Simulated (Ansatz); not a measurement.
# AlB2Sb3: the cost of one run

Program: Ansatz 0.2.0. Level of theory: DFT PBE, scalar-relativistic, plane waves, PAW. These are calculated values, not measurements.

### Step 1. The structure to begin with

Symmetry: P-4m2, No. 115, tetragonal system. Conventional cell: a = 3.706 Å, b = 3.706 Å, c = 8.053 Å, α = 90.00°, β = 90.00°, γ = 90.00°. Al (site symmetry -4m2) has 4 Sb at 2.62 Å and 4 B at 2.81 Å as nearest neighbours. B (site symmetry 2mm) is surrounded by 7 Sb at 2.77 to 2.92 Å and 2 Al at 2.81 Å. Around Sb (site symmetry 2mm) lie 5 B at 2.77 to 2.92 Å. Sb (site symmetry -4m2) has 4 Al at 2.62 Å and 4 B at 2.81 Å as nearest neighbours.

Structure file:

```
CELL_PARAMETERS angstrom
3.70641 0.00000 0.00000
0.00000 3.70641 0.00000
0.00000 0.00000 8.05330
ATOMIC_POSITIONS crystal
Al 0.00000 0.00000 0.00000
B 0.50000 0.00000 0.26261
B 0.00000 0.50000 0.73739
Sb 0.50000 0.00000 0.62505
Sb 0.00000 0.50000 0.37495
Sb 0.50000 0.50000 0.00000
```

Recipe of the guess: species swapped into a database cell of Ti2CuSb3 (P-4m2, No. 115), with B on the Ti sites and Al on the Cu sites. Lengths come from tabulated atomic sizes and are only a guess.

### Step 2. Probe: one point on a coarse mesh

Input file input.yaml:

```yaml
crystal:
  lattice:
    - [3.70640732, 0.0, 0.0]
    - [0.0, 3.70640732, 0.0]
    - [0.0, 0.0, 8.0532955]
  atoms:
    - { symbol: Al, position: [0.0, 0.0, 0.0] }
    - { symbol: B, position: [0.5, 0.0, 0.26260599] }
    - { symbol: B, position: [0.0, 0.5, 0.73739401] }
    - { symbol: Sb, position: [0.5, 0.0, 0.62505198] }
    - { symbol: Sb, position: [0.0, 0.5, 0.37494802] }
    - { symbol: Sb, position: [0.5, 0.5, 0.0] }
basis:
  ecutwfc: 420
kpoints:
  mp_grid: { grid: [6, 6, 2] }
hamiltonian:
  xc: pbe
scf:
  occupations: { method: gaussian, width: 0.1 }
  lower_state_search: "off"
output:
  forces: true
  stress: true
  eigenvalues: true
```

Command:

```sh
> ansatz run input.yaml --threads 1 --pin off --max-ram 2560MiB --backend cpu --events-out ev --progress --plain --runs-dir out
```

What time and memory should one allow on 1 thread of Arm Neoverse V2, shared host?

About 6.4 s, with a peak of 0.33 GiB.
